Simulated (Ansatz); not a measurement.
# AlClH₆OSi₂: basis-set convergence

An exercise on one series of results from a longer session: the logs are not shown, and one member is left open.

The runs use Ansatz 0.2.0, Gaussian basis; one geometry, several basis sets.

The runs, in order: PBE0-D4/def2-SVP; ωB97M-V/def2-SVP; PBE0-D4/def2-QZVPP; ωB97M-V/def2-QZVPP; the functionals' def2-TZVPP values are taken from earlier runs.

## Structure used throughout

All runs share one geometry, relaxed beforehand with PBE0-D4 in a triple-zeta def2 set.

11 atoms, charge 0, spin multiplicity 1.

Atoms are counted from 1 here; the program's logs count them from 0.

Bond lengths: O1–Si2 1.662 Å, O1–H6 0.960 Å, Si2–Si3 2.342 Å, Si2–Al4 2.451 Å, Si2–H7 1.497 Å, Si3–H8 1.487 Å, Si3–H9 1.488 Å, Si3–H10 1.490 Å, Al4–Cl5 2.117 Å, Al4–H11 1.581 Å. Angles: Si2–O1–H6 116.1°, O1–Si2–Si3 109.3°, O1–Si2–Al4 108.7°, O1–Si2–H7 110.4°, Si3–Si2–Al4 112.5°, Si3–Si2–H7 106.8°, Al4–Si2–H7 109.1°, Si2–Si3–H8 112.1°, Si2–Si3–H9 110.7°, Si2–Si3–H10 108.0°, H8–Si3–H9 108.8°, H8–Si3–H10 108.9°, H9–Si3–H10 108.3°, Si2–Al4–Cl5 110.6°, Si2–Al4–H11 132.3°, Cl5–Al4–H11 117.0°.

The first run:

in.yaml reads:

```yaml
crystal:
  periodic: [false, false, false]
  atoms:
    - {symbol: O, position_ang: [-1.066763, 1.636151, -0.532531]}
    - {symbol: Si, position_ang: [-0.746624, 0.073405, -0.067786]}
    - {symbol: Si, position_ang: [0.625988, -0.945696, -1.668903]}
    - {symbol: Al, position_ang: [0.276706, 0.110152, 2.159182]}
    - {symbol: Cl, position_ang: [0.321738, 2.081962, 2.927381]}
    - {symbol: H, position_ang: [-1.027487, 2.299652, 0.159643]}
    - {symbol: H, position_ang: [-2.012123, -0.724684, -0.011247]}
    - {symbol: H, position_ang: [0.024638, -0.905548, -3.028783]}
    - {symbol: H, position_ang: [1.959247, -0.285555, -1.714839]}
    - {symbol: H, position_ang: [0.821645, -2.368076, -1.270227]}
    - {symbol: H, position_ang: [0.888335, -1.028763, 3.068613]}
basis:
  gaussian: {orbitals: def2-SVP}
hamiltonian: {xc: pbe0, dispersion: d4}
output: {orbitals: {seedname: orbitals}}
```

Steps of the session up to this table: PBE0-D4 in def2-SVP; ωB97M-V in def2-SVP; PBE0-D4 in def2-QZVPP; ωB97M-V in def2-QZVPP.

One of the session's tables, all rows but one given; the rest of the session is left out.

It belongs to the step «Functionals by basis». 

```
functional       basis  HOMO (eV)  LUMO (eV)
   PBE0-D4    def2-SVP      -7.39      -2.05
   PBE0-D4  def2-TZVPP      -7.41      -2.10
   PBE0-D4  def2-QZVPP      -7.43      -2.13
   ωB97M-V    def2-SVP      -9.28      -0.33
   ωB97M-V  def2-TZVPP      -9.34      -0.45
   ωB97M-V  def2-QZVPP          ?          ?
```

Estimate the missing values for ωB97M-V, def2-QZVPP.

The run gave: HOMO (eV): -9.36; LUMO (eV): -0.53. In the column «HOMO (eV)» it is the lowest.
